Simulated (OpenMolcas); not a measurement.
**Re⁴⁺ among point charges: CASSCF and CASPT2 levels and susceptibility**

Aim: the splitting of the states of Re⁴⁺ in the field of 4 point charges, its lowest levels with spin-orbit coupling and its magnetic susceptibility.

Program: OpenMolcas 26.06. Level of theory: state-averaged CASSCF and CASPT2, spin-orbit coupling by RASSI with atomic mean-field integrals. These are calculated values, not measurements, unless marked.

### 1 The atom as given

| Item | Value |
| --- | --- |
| Species | Re⁴⁺ (rhenium, Z = 75, 71 electrons) |
| Basis | ANO-RCC-VDZP [7s6p4d2f1g], 68 functions |
| Scalar Hamiltonian | DKH2, point nucleus |
| Inactive shells | 1s 2s 2p 3s 3p 3d 4s 4p 4d 4f 5s 5p |
| Active space | 3 electrons in 5 orbitals (5d) |
| Some configurations of this space | 5d3 |
| Orbitals | optimised for each spin and parity, averaged over all roots |

Outer shells as boxes (Hund's rule):

5d3
```
5d [↑ ][↑ ][↑ ][  ][  ]
```

The ion sits among 4 point charges of -2 e arranged as a tetrahedron (Td), 2.29 Å from the ion.

Each step is its own input file, run in one work folder so that later steps find the files of earlier ones. Labels, J, g values, rates, χT and fits are worked out afterwards by a script from the matrices that RASSI stores.

### 2 One- and two-electron integrals

Contents of a.inp:

```
&GATEWAY
Coord
1

Re 0.0 0.0 0.0
Basis=ANO-RCC-VDZP
Group=NoSym
NoMove
AngMom=0.0 0.0 0.0
AMFI
XField
4 Angstrom 0
1.322132 1.322132 1.322132 -2.000000
1.322132 -1.322132 -1.322132 -2.000000
-1.322132 1.322132 -1.322132 -2.000000
-1.322132 -1.322132 1.322132 -2.000000
&SEWARD
```

Started as:

```console
> OMP_NUM_THREADS=1 MOLCAS_MEM=1689 MOLCAS_PROJECT=a pymolcas a.inp > a.log
```

### 3 CASSCF: quartets, 10 roots

Contents of a.inp:

```
&RASSCF
FileOrb=start.orb
Symmetry=1
Spin=4
nActEl=3 0 0
Inactive=34
Ras2=5
CIRoot=10 10 1
SDav=10
CIMx=300
Iter=120 100
PrWF=0.3
OrbListing=Nothing
MaxOrb=0
>>> COPY $Project.JobIph JOB001
```

start.orb holds the contracted functions of the basis, ordered by shell, or the orbitals of the step before.

### 4 Reference wave functions, doublets, 40 roots

Contents of a.inp:

```
&RASSCF
FileOrb=start.orb
Symmetry=1
Spin=2
nActEl=3 0 0
Inactive=34
Ras2=5
CIRoot=40 40 1
SDav=40
CIMx=300
Iter=120 100
PrWF=0.3
OrbListing=Nothing
MaxOrb=0
>>> COPY $Project.JobIph JOB002
```

### 5 State interaction with spin-orbit coupling

Contents of a.inp:

```
&RASSI
NrOfJobIphs=2 10 40
1 2 3 4 5 6 7 8 9 10
1 2 3 4 5 6 7 8 9 10 11 12 13 14 15 16 17 18 19 20 21 22 23 24 25 26 27
28 29 30 31 32 33 34 35 36 37 38 39 40
IphNames
JOB001
JOB002
EJob
SpinOrbit
DIPRint=1.0
SOCoupling=1000.0
Subsets=2
Property=9
'ANGMOM' 1 'ANGMOM' 2 'ANGMOM' 3 'MLTPL  1' 1 'MLTPL  1' 2 'MLTPL  1' 3
'AMFI' 1 'AMFI' 2 'AMFI' 3
SOProperty=3
'ANGMOM' 1 'ANGMOM' 2 'ANGMOM' 3
```

### 6 CASPT2: IPEA 0.25, imaginary shift 0.1 (closed shells correlated: 4f 5s 5p)

Contents of a.inp:

```
>>> COPY JOB001 $Project.JobIph
&CASPT2
Multistate=10 1 2 3 4 5 6 7 8 9 10
NoMult
Frozen=23
IPEA=0.25
Imaginary=0.1
MaxIter=60
WThr=0.0 0.3 0.05
PrWF=0.5
NoMix
>>> COPY JOB002 $Project.JobIph
&CASPT2
Multistate=40 1 2 3 4 5 6 7 8 9 10 11 12 13 14 15 16 17 18 19 20 21 22
23 24 25 26 27 28 29 30 31 32 33 34 35 36 37 38 39 40
NoMult
Frozen=23
IPEA=0.25
Imaginary=0.1
MaxIter=60
WThr=0.0 0.3 0.05
PrWF=0.5
NoMix
```

(Steps that only read results are left out.)

Q: Predict the outcome of this session. Wanted: spin-free ground state; first state of the same spin within the active space; lowest level; next level.

The runs gave:

| quantity | value |
| --- | --- |
| method | SS-CASPT2, IPEA 0.25, imaginary shift 0.1 (closed shells correlated: 4f 5s 5p) |
| spin-free ground state | 4T1, 3-fold in its orbital part |
| first state of the same spin within the active space | 4T2 at 2080 cm⁻¹ |
| lowest level | 4-fold Γ8 |
| next level | 4895.1 cm⁻¹ |
| χT at 300 K | 0.12 cm³ K/mol |
| effective moment at 300 K | 0.98 μB |

Cost by method:

| method | time of its own steps | time with the reference |
| --- | --- | --- |
| A. CASSCF | 13 s | 13 s |
| B. SS-CASPT2, IPEA 0.25, imaginary shift 0.1, +4f 5s 5p | 18 s | 30 s |

Times are of one thread on a shared host.

What this shows: The spin-free ground state (4T1) comes to 99 % from free-ion F terms and keeps the highest spin of the shell. χT at 300 K is 0.12, against 1.88 cm³ K/mol for the spin alone, so spin-orbit coupling lowers it. A ligand-field fit to the states below 45000 cm-1 gives 10Dq = -2615 cm-1, B = 713 cm-1 and C = 3147 cm-1 (C/B = 4.41), with a deviation of 382 cm-1. CASPT2 does not keep the components of a term degenerate, and the means are used. The field of point charges can differ much from that of real complexes. Point charges carry no covalency, so the field is a model and not that of real ligands.
